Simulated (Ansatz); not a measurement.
Crystal: Ba2Tl5V3O12.

```
Ba V Tl O
1.0
     8.15421    0.00000    0.00000
    -4.07711    7.06176    0.00000
     0.00000    0.00000    6.92128
Ba V Tl O
2 3 5 12
Direct
  0.00000 0.00000 0.23552
  0.00000 0.00000 0.76448
  0.50000 0.00000 0.00000
  0.00000 0.50000 0.00000
  0.50000 0.50000 0.00000
  0.50000 0.00000 0.50000
  0.00000 0.50000 0.50000
  0.50000 0.50000 0.50000
  0.33333 0.66667 0.22489
  0.66667 0.33333 0.77511
  0.33890 0.34334 0.81444
  0.65666 0.99556 0.81444
  0.00444 0.66110 0.81444
  0.34334 0.33890 0.18556
  0.99556 0.65666 0.18556
  0.66110 0.00444 0.18556
  0.66110 0.65666 0.18556
  0.34334 0.00444 0.18556
  0.99556 0.33890 0.18556
  0.65666 0.66110 0.81444
  0.00444 0.34334 0.81444
  0.33890 0.99556 0.81444
```

The cell was built by a generator and needn't be a form met in nature.

Base run:

* Program: Ansatz 0.2.0
* Functional: r2SCAN
* Potentials or basis: Ansatz PAW
* Cutoff: 500 eV (not typed: the program's choice for these potentials)
* k mesh: 4 × 4 × 4
* Occupations: fermi-dirac, width 0.05 eV
* Spin: collinear spin, ferromagnetic start
* Starting moments: [0.0, 0.0, 2.0, 2.0, 2.0, 0.0, 0.0, 0.0, 0.0, 0.0, 0.0, 0.0, 0.0, 0.0, 0.0, 0.0, 0.0, 0.0, 0.0, 0.0, 0.0, 0.0] μB

Its results: band gap on the k mesh none (metal or under the smearing width); pressure -2.8 GPa; net moment 0.00 μB per cell; largest force 0.403 eV/Å.

Task: The run is repeated on the same cell with these changes: functional from r2SCAN to PBE; cutoff from 500 eV (not typed: the program's choice for these potentials) to 420 eV (not typed: the program's choice for these potentials). What comes out?

Result: Band gap on the k mesh none (metal or under the smearing width); pressure 0.2 GPa; net moment 0.00 μB per cell; largest force 0.055 eV/Å.

Caveats: spin-orbit coupling is left out, which moves the levels of the heavy elements; semilocal functionals often make such compounds metallic where correlation or magnetic order opens a gap, which also shifts bond lengths; the starting moments weren't kept; the magnetic or orbital state may not be the lowest (some runs); the PAW data sets come from PBE, with cores solved anew for the run's functional, which leaves a small shift of forces and pressure (some runs).
